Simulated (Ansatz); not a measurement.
I need energies of removing a hydrogen of C2H4BClO, SMILES OB1CC1Cl. Use Ansatz 0.2.0, Python API. Level of theory (for the species named): PBE, cc-pVDZ basis, multiplicity 1.

| atom | x (Å) | y (Å) | z (Å) |
| --- | --- | --- | --- |
| O | -1.5645 | 0.7968 | -1.2202 |
| B | -0.6192 | 0.1809 | -0.3955 |
| C | 0.5312 | -0.8858 | -0.1528 |
| C | 0.2432 | -0.0257 | 0.9905 |
| Cl | 1.2934 | 1.2922 | 1.3339 |
| H | -1.1311 | 1.6222 | -1.6376 |
| H | 0.2209 | -1.9311 | -0.1054 |
| H | 1.5447 | -0.6054 | -0.6701 |
| H | -0.4302 | -0.4904 | 1.8401 |

`c2h4bclo_bde.py`
```python
'''X-H bond energies and deprotonation of C2H4BClO without relaxation.'''

import ansatz as az

BASIS_SET = 'cc-pVDZ'
FUNCTIONAL = 'pbe'


def total_energy(molecule, charge=0, unpaired=0):
    calc = molecule.calculation().basis(gaussian=BASIS_SET).functional(FUNCTIONAL).accuracy('high')
    if charge:
        calc = calc.charge(charge)
    if unpaired:
        calc = calc.spin('collinear', total=unpaired)
    return calc.run().report['free_energy_ev']

def without(molecule, index):
    rest = az.Crystal.molecule()
    for i, site in enumerate(molecule.cartesian_sites):
        if i != index:
            rest = rest.atom(site.symbol, site.position_ang)
    return rest


def main() -> None:
    geometry_ang = [
        ('O', (-1.5645, 0.7968, -1.2202)),
        ('B', (-0.6192, 0.1809, -0.3955)),
        ('C', (0.5312, -0.8858, -0.1528)),
        ('C', (0.2432, -0.0257, 0.9905)),
        ('Cl', (1.2934, 1.2922, 1.3339)),
        ('H', (-1.1311, 1.6222, -1.6376)),
        ('H', (0.2209, -1.9311, -0.1054)),
        ('H', (1.5447, -0.6054, -0.6701)),
        ('H', (-0.4302, -0.4904, 1.8401)),
    ]
    c2h4bclo = az.Crystal.molecule()
    for symbol, xyz in geometry_ang:
        c2h4bclo = c2h4bclo.atom(symbol, xyz)

    whole = total_energy(c2h4bclo, 0)
    hydrogen = total_energy(az.Crystal.molecule().atom('H', (0, 0, 0)), 0, 1)
    print(f'E(molecule) = {whole:.5f} eV, E(H) = {hydrogen:.5f} eV')
    for index in [5, 7, 8]:
        radical = total_energy(without(c2h4bclo, index), 0, 1)
        print(f'H{index}: homolysis {(radical + hydrogen - whole):.3f} eV')
        anion = total_energy(without(c2h4bclo, index), -1)
        print(f'H{index}: loss of a proton {(anion - whole):.3f} eV')


if __name__ == '__main__':
    main()
```

Running `python c2h4bclo_bde.py` prints:
```text
E(molecule) = -17372.85393 eV, E(H) = -13.56836 eV
H5: homolysis 2.649 eV
H5: loss of a proton 14.894 eV
H7: homolysis 4.019 eV
H7: loss of a proton 16.787 eV
H8: homolysis 3.891 eV
H8: loss of a proton 17.073 eV
```

Caveats:
- These settings explore the input space; basis and method may be short of convergence.
- The geometry is a force-field or estimated start, not a minimum of this method, and the basis set is short of its limit. All parts are taken at fixed geometry, without zero-point energy.
- This functional overbinds, so such energies come out a few per cent too high (LDA far more).
- Anions want diffuse functions, which this basis lacks.
- Wall time of the script: 54 s on 1 thread of Intel(R) Xeon(R) 6975P-C (Granite Rapids), on a shared host, peak memory 0.36 GiB.

(Lines on the test bed's own set-up are left out of the output.)
